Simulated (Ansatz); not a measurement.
## MgRb: a polarisability from point charges, step by step

Program: Ansatz 0.2.0 through its Python package.

Input file `mgrb.xyz`:
```text
2

Rb    0.00000    0.00000    0.00000
Mg    0.00000    0.00000    3.41500
```

Notebook, run cell by cell (the value of a cell's last expression is shown):

**Cell 1**
```python
import ansatz as az
import numpy as np
```

**Cell 2**
```python
mol = az.Crystal.molecule_from_extxyz('mgrb.xyz')

base = mol.calculation().basis(gaussian='def2-SVPD').functional('HF').spin('collinear', total=1).forces()
# charges +q and -q at -R and +R make a nearly even field 2 k q / R^2 at the centre
centre = np.mean([site.position_ang for site in mol.cartesian_sites], axis=0)
field = 2 * 14.399645 * 3.0 / 30.0 ** 2
```

**Cell 3**
```python
def dipole(axis, sign):
    arm = 30.0 * np.eye(3)[axis]
    pair = [{'charge': sign * 3.0, 'position_ang': (centre - arm).tolist()}, {'charge': -sign * 3.0, 'position_ang': (centre + arm).tolist()}]
    deck = base.input().set(az.key.basis.gaussian.point_charges, pair)
    return np.array(az.Session.from_dict(deck).plan().execute().report['charge_distribution']['dipole_moment_e_ang'])


print(f'field {field:.4f} V/A')
alpha = np.array([(dipole(axis, 1) - dipole(axis, -1)) / (2 * field) * 14.399645 for axis in range(3)])
print('polarisability tensor (A^3)')
print(np.array2string(alpha, precision=3, suppress_small=True))
print(f'mean {np.trace(alpha) / 3:.3f} A^3 = {np.trace(alpha) / 3 / 0.14818471:.2f} bohr^3')
```
Output:
```text
field 0.0960 V/A
polarisability tensor (A^3)
[[ 71.645   0.     -0.   ]
 [ -0.     71.645  -0.   ]
 [  0.     -0.    130.758]]
mean 91.349 A^3 = 616.46 bohr^3
```

Caveats:
- The settings weren't tested for convergence.
- The geometry is a force-field or estimated start, not a minimum of this method, and the basis set is short of its limit. The field of two point charges is only nearly even.
- def2 sets replace the cores of elements past krypton by effective core potentials.
- The species is open-shell (spin multiplicity 2).
- The expectation value of S² is noticeably off S(S+1) in at least one run, so that state is spin-contaminated.
- The spin state was assumed, and another may lie lower.
- Run time: 7 s on 1 thread of Arm Neoverse V1, on a shared host, peak memory 0.16 GiB.

(Lines on the test bed's own set-up are left out of the output.)
